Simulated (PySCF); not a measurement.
# C5H4O2S: the cost of one run

Programs: PySCF 2.14.0, with density-fitted response routines of our own. Each step states its level of theory. These are calculated values for one molecule, in the gas phase or a continuum, unless marked as measured. Atoms count from 0, in the outputs and in this text.

**1. The starting structure**

12 atoms, charge 0, multiplicity 1; geometry from: GFN2-xTB. The atoms were then displaced at random by about 0.01 Å, so the start is not that level's minimum.

Bonds of the start (Å): O0–C1 1.20, C1–O2 1.33, C1–C3 1.42, C3–C4 1.39, C4–C5 1.40, C5–C6 1.37, C6–S7 1.71, S7–C3 1.74, O2–H8 0.99, C4–H9 1.07, C5–H10 1.07, C6–H11 1.08.

**2. Relaxing the molecule at PBE0-D3(BJ)/def2-SVP**

What the job is given:

```
{"job": {"xc": "PBE0", "basis": "def2-SVP", "d3": "d3bj", "grid": 1, "shake": 0.01, "kind": "geom"}, "charge": 0, "multiplicity": 1}
O      2.435070     1.049850    -0.462840
C      1.820590     0.132010     0.008560
O      2.439510    -0.897410     0.587620
C      0.413110    -0.015520     0.021790
C     -0.546640     0.850480    -0.499210
C     -1.866900     0.416650    -0.313710
C     -1.913650    -0.791530     0.331030
S     -0.362060    -1.397570     0.728950
H      3.416400    -0.749610     0.585230
H     -0.264440     1.773450    -0.959390
H     -2.738290     0.951340    -0.634940
H     -2.793000    -1.350420     0.597900
```

Started as:

```sh
OMP_NUM_THREADS=1 python probes_run.py task.json out
```

The driver reads the jobs from task.json and runs them one after another.

Q: Estimate the wall time and peak memory of this first job on 1 thread of Intel Xeon 6975P-C, shared host.

About 75 s, with a peak of 0.54 GiB.
